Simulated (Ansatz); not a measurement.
# CHGaP+ (quintet): the correlation ladder, cc-pVDZ

How much of the correlation energy of CHGaP+ (quintet) does each wave-function method recover here?

Program: Ansatz 0.2.0, Gaussian basis. Level of theory: cc-pVDZ, core rule «outside noble gas», up to 20 orbitals frozen. These are calculated values, not measurements.

The runs, in order: UHF; CCSD(T) on ROHF; CCSD(T) on UHF; BCCD(T) on ROHF; CISD; CCSDT(Q) on ROHF; CCSDT(Q) on UHF.

26 further runs of the same task are left out: 1 for a known fault of the program, 14 that didn't finish, 11 set aside as unsound or not needed.

### Step 1. The system

The geometry is a PBE0/def2-TZVP stationary point (not a proven minimum) of the parent state, kept for this charge and spin. No spin-orbit coupling is included. The filled d shell of Ga may be among the frozen orbitals whatever the setting's name suggests; the logs give the count.

4 atoms, charge 1, spin multiplicity 5.

Atoms are counted from 1 here; the program's logs count them from 0.

Bond lengths: Ga1–C2 1.888 Å, Ga1–H4 1.569 Å, C2–P3 1.698 Å. Angles: C2–Ga1–H4 128.7°, Ga1–C2–P3 165.6°.

Geometry (Å):

```xyz
4

Ga    0.00000   -0.34384    1.07410
C     0.00001   -0.09729   -0.79799
P     0.00000   -0.30057   -2.48345
H    -0.00001    0.74170    2.20734
```

### Step 2. UHF

File in.yaml:

```yaml
crystal:
  periodic: [false, false, false]
  atoms:
    - {symbol: Ga, position_ang: [0.000001, -0.343840, 1.074099]}
    - {symbol: C, position_ang: [0.000008, -0.097288, -0.797987]}
    - {symbol: P, position_ang: [-0.000001, -0.300567, -2.483454]}
    - {symbol: H, position_ang: [-0.000008, 0.741696, 2.207342]}
basis:
  gaussian: {orbitals: cc-pVDZ}
total_charge: 1
magnetization: {spin_polarized: true, initial_magnetization: 4}
hamiltonian: {xc: hf}
output: {orbitals: {seedname: orbitals}}
```

Run with:

```sh
$ ansatz run in.yaml --threads 1 --pin off --events-out ev --progress --plain --max-ram 2393MiB
```

The runs that follow: CCSD(T) on ROHF; CCSD(T) on UHF; BCCD(T) on ROHF; CISD; CCSDT(Q) on ROHF; CCSDT(Q) on UHF.

**Question.** What will the summary of the whole plan be? Wanted: UCCSDT(Q) below the RHF energy; RMP2 from UCCSDT(Q); UMP2 from UCCSDT(Q); RCCSD from UCCSDT(Q); RCCSD(T) from UCCSDT(Q); UCCSD(T) from UCCSDT(Q); RCCSDT(Q) from UCCSDT(Q); T1 diagnostic.

As calculated:

| quantity | value |
| --- | --- |
| UCCSDT(Q) below the RHF energy | -7.0291 eV |
| RMP2 from UCCSDT(Q) | +32.59 kcal/mol |
| UMP2 from UCCSDT(Q) | +34.44 kcal/mol |
| RCCSD from UCCSDT(Q) | +6.97 kcal/mol |
| RCCSD(T) from UCCSDT(Q) | +1.77 kcal/mol |
| UCCSD(T) from UCCSDT(Q) | +1.71 kcal/mol |
| RCCSDT(Q) from UCCSDT(Q) | +0.14 kcal/mol |
| levels within 1 kcal/mol (43 meV) | RCCSDT, UCCSDT, RCCSDT(Q) |
| T1 diagnostic | 0.030 |

In words: RCCSD(T) lands +1.77 kcal/mol from the yardstick (1.1 % of the correlation energy). These misses are within one basis, not against nature; the frozen cores of restricted and unrestricted runs differ, which can shift their rows.
